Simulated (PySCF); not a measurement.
# Gd(OH)2: other functionals and bases at one geometry

An exercise on one series of results from a longer session: the logs are not shown, and one member is left open.

Method: several levels, as the steps say, no spin–orbit coupling; program: PySCF 2.14.0.

1 further run of the same task is left out (for a known fault of the program).

### The starting structure

5 atoms, charge 0, spin multiplicity 1.

Bond lengths: Gd1–O2 2.159 Å, Gd1–O4 2.159 Å, O2–H3 0.959 Å, O4–H5 0.959 Å. Angles: O2–Gd1–O4 135.0°, Gd1–O2–H3 168.7°, Gd1–O4–H5 168.7°.

Coordinates:

```mol
GdH2O2
  3D, bonds by distance, orders not assigned

  5  4  0  0  0  0  0  0  0  0999 V2000
   -0.0000    0.0000   -0.2618 Gd  0  0
    1.9945   -0.0387    0.5642 O   0  0
    2.7910   -0.0557    1.0977 H   0  0
   -1.9945    0.0387    0.5642 O   0  0
   -2.7910    0.0557    1.0977 H   0  0
  1  2  8  0
  1  4  8  0
  2  3  8  0
  4  5  8  0
M  END
```

Formal oxidation states: Gd +2. Each metal's 8 4f electrons lie in its core potential, so multiplicities, spins and levels count the valence alone. For divalent La, Ce, Gd or Lu the extra electron is normally 5d or 6s, so this core forces an excited configuration. An earlier session relaxed this geometry at PBE0, Gd lcecp-0-SVP with ECP54, O def2-SVP, H def2-SVP (singlet, point group C2v).

At PBE0 on the finer grid: E = -181.343421 Eh, frontier levels not given, since the 4f levels lie in the core, Mulliken charge on Gd1 +0.87 e, largest force component 0.017 eV/Å. 

Levels to run: BLYP; TPSS; PBE0, TZVP. Hardware: 2 threads of Arm Neoverse V1, shared host.

The first run:

Contents of run.py (the lines that set the calculation):

```python
mol = gto.M(atom='''
Gd     0.00000     0.00000    -0.26178
O      1.99445    -0.03870     0.56421
H      2.79105    -0.05572     1.09767
O     -1.99445     0.03870     0.56421
H     -2.79105     0.05572     1.09767''',
    basis={'Gd': 'lcecp-0-SVP', 'O': 'def2-SVP', 'H': 'def2-SVP'},
    ecp={'Gd': 'lcecp-0-SVP'},
    charge=0, spin=0)
mf = dft.RKS(mol, xc='BLYP')
mf.grids.atom_grid = (75, 302)  # f atoms: unpruned, at least (60, 302)
mf = mf.density_fit()  # fitting sets: Gd AutoAux, O def2-universal-JKFIT, H def2-universal-JKFIT
mf.conv_tol = 1e-08; mf.max_cycle = 55
mf.kernel(dm0)  # dm0: the density of the relaxed state
```

Launch:

```
OMP_NUM_THREADS=2 python run.py
```

Among the steps run: BLYP; TPSS; PBE0, TZVP.

One of the session's tables, all rows but one given; the rest of the session is left out.

| level | charge on Gd1 (e) | dipole (D) | largest force component (eV/Å) |
| --- | --- | --- | --- |
| PBE0 (relaxed here) | 0.87 | 3.18 | 0.02 |
| BLYP | 0.69 | 2.92 | 0.57 |
| TPSS | 0.78 | 3.04 | 0.44 |
| PBE0, TZVP | ? | ? | ? |

**Question.** Estimate the row for PBE0, TZVP.

**Answer.** charge on Gd1 (e): 1.24; dipole (D): 3.47; largest force component (eV/Å): 0.25. In the column «charge on Gd1 (e)» it is the highest.

The largest leftover force, 0.57 eV/Å with BLYP, stands at a geometry relaxed at another level. With 4f in the core, its levels are missing from HOMO and gap, and its count is fixed, so no charge can pass from the ligands into it. Total energies of different levels can't be compared.
